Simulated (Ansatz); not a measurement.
# CH3FPb (Pb(CH3)(F)): the cost of one run

Method: DFT PBE, plane waves, PAW, molecule in a box with 9 Å of vacuum; program: Ansatz 0.2.0.

3 further runs of the same task are left out: 2 for a known fault of the program, 1 that didn't finish.

### Step 1. The system as given

6 atoms, charge 0, spin multiplicity 1.

Bond lengths: Pb1–C2 2.324 Å, Pb1–F6 2.078 Å, C2–H3 1.102 Å, C2–H4 1.104 Å, C2–H5 1.102 Å. Angles: C2–Pb1–F6 94.9°, Pb1–C2–H3 111.0°, Pb1–C2–H4 109.0°, Pb1–C2–H5 109.7°, H3–C2–H4 109.0°, H3–C2–H5 110.0°, H4–C2–H5 108.1°.

Coordinates:

```
Pb   -0.0199    0.0161   -0.2112
C     1.8921   -0.0015    1.1097
H     2.7848   -0.2423    0.5098
H     2.0237    0.9959    1.5637
H     1.7754   -0.7358    1.9226
F    -1.3429   -0.0364    1.3902
```

Formal oxidation states: Pb +2. An earlier session relaxed this geometry at B3LYP, Pb def2-SVP with ECP60, C def2-SVP, H def2-SVP, F def2-SVP (singlet, point group C1).

### Step 2. Scalar-relativistic

Contents of input.yaml:

```yaml
crystal:
  lattice:
    - [13.13, 0.0, 0.0]
    - [0.0, 10.73, 0.0]
    - [0.0, 0.0, 11.13]
  atoms:
    - { symbol: Pb, position: [0.44348591, 0.48946132, 0.40431267] }
    - { symbol: C, position: [0.58910739, 0.48782293, 0.52299551] }
    - { symbol: H, position: [0.65709749, 0.46537558, 0.46908985] }
    - { symbol: H, position: [0.59913252, 0.58076887, 0.56378347] }
    - { symbol: H, position: [0.58021858, 0.4193849, 0.59603055] }
    - { symbol: F, position: [0.34272658, 0.4845657, 0.54819587] }
basis:
  ecutwfc: 420
  ecutrho_ratio: 4
kpoints:
  mp_grid: { grid: [1, 1, 1] }
hamiltonian:
  xc: pbe
scf:
  occupations: { method: gaussian, width: 0.01 }
output:
  forces: true
  eigenvalues: true
  populations: true
```

Run with:

```bash
$ ansatz run input.yaml --threads 2 --pin off --max-ram 5120MiB --backend cpu --events-out ev --progress --plain --runs-dir out
```

Q: Estimate wall time and peak memory on 2 threads of Intel Xeon 6975P-C (Granite Rapids), shared host.

About 2.4 s, with a peak of 0.89 GiB.
